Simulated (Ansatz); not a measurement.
**C₂H₅FOSi: one species, many methods**

How much do the methods differ for C₂H₅FOSi? The plan is to run it at one geometry with functionals of several rungs and with coupled cluster. The yardstick is the atomisation energy at the CCSD(T) limit.

Method: functionals in def2-TZVPP, the program's frozen cores in correlated methods; program: Ansatz 0.2.0, Gaussian basis.

The runs, in order: PBE-D4, r2SCAN-D4, PBE0-D4, B3LYP-D4, ωB97X-V, ωB97M-V, B2PLYP; CCSD(T)/def2-TZVPP; MP2/def2-QZVPP; extrapolation to the limit.

## (1) The geometry

All runs share one geometry, relaxed beforehand with PBE0-D4/def2-TZVP.

SMILES `C=CO[SiH2]F`, 10 atoms, charge 0, spin multiplicity 1.

Atoms are counted from 1 here; the program's logs count them from 0.

Bond lengths: C1–C2 1.322 Å, C1–H6 1.083 Å, C1–H7 1.081 Å, C2–O3 1.360 Å, C2–H8 1.089 Å, O3–Si4 1.635 Å, Si4–F5 1.592 Å, Si4–H9 1.473 Å, Si4–H10 1.481 Å. Angles: C2–C1–H6 121.4°, C2–C1–H7 119.6°, H6–C1–H7 119.0°, C1–C2–O3 122.4°, C1–C2–H8 122.1°, O3–C2–H8 115.4°, C2–O3–Si4 126.6°, O3–Si4–F5 110.4°, O3–Si4–H9 106.5°, O3–Si4–H10 110.0°, F5–Si4–H9 108.3°, F5–Si4–H10 106.8°, H9–Si4–H10 114.8°.

## (2) PBE-D4 (GGA)

Input file in.yaml:

```yaml
crystal:
  periodic: [false, false, false]
  atoms:
    - {symbol: C, position_ang: [-1.828978, 0.555310, 0.855683]}
    - {symbol: C, position_ang: [-0.797390, -0.123451, 0.384687]}
    - {symbol: O, position_ang: [0.167905, 0.454083, -0.379975]}
    - {symbol: Si, position_ang: [1.590352, -0.216548, -0.826138]}
    - {symbol: F, position_ang: [2.654228, -0.097713, 0.352691]}
    - {symbol: H, position_ang: [-1.943966, 1.614031, 0.661525]}
    - {symbol: H, position_ang: [-2.576399, 0.047084, 1.448262]}
    - {symbol: H, position_ang: [-0.670135, -1.188469, 0.572568]}
    - {symbol: H, position_ang: [2.080887, 0.565793, -1.973153]}
    - {symbol: H, position_ang: [1.406598, -1.661421, -1.093151]}
basis:
  gaussian: {orbitals: def2-TZVPP}
hamiltonian: {xc: pbe, dispersion: d4}
output: {forces: true, orbitals: {seedname: orbitals}}
```

On the command line:

```bash
$ ansatz run in.yaml --threads 4 --pin off --events-out ev --progress --plain --max-ram 10444MiB
```

The runs that follow: r2SCAN-D4 (meta-GGA); PBE0-D4 (hybrid); B3LYP-D4 (hybrid); ωB97X-V (range-separated); ωB97M-V (range-separated); B2PLYP (double hybrid); CCSD(T) in def2-TZVPP; MP2 in def2-QZVPP.

Before running them: what should the planned runs give, taken together? Wanted: atomisation energy, CCSD(T)/CBS; farthest; mean size of error, hybrid; mean size of error, range-separated; gap, smallest and largest; T1 diagnostic; triples share of the correlation energy.

The runs gave:

```
                               quantity                                  value
        atomisation energy, CCSD(T)/CBS                              41.674 eV
    functionals within 0.208 eV (0.5 %)  r2SCAN-D4, B3LYP-D4, ωB97X-V, ωB97M-V
                               farthest                     PBE-D4 (+0.584 eV)
             mean size of error, hybrid                               0.207 eV
    mean size of error, range-separated                               0.020 eV
              gap, smallest and largest   5.33 eV (PBE-D4), 12.05 eV (ωB97X-V)
                          T1 diagnostic                                 0.0124
triples share of the correlation energy                                  3.6 %
```

**Reading.** PBE-D4 misses by +0.584 eV, or 0.065 eV for each of 9 bonds. Double hybrids carry the basis error of their MP2 part in triple zeta, and no dispersion term here, so their miss is partly the set-up's. The reference freezes the cores and leaves out relativity and excitations past (T), so misses under about 0.208 eV can't be ranked. Hartree-Fock recovers 74 % of the binding; the rest is correlation. The gap grows from 5.3 to 12.0 eV across the functionals, mostly with the share of exact exchange.
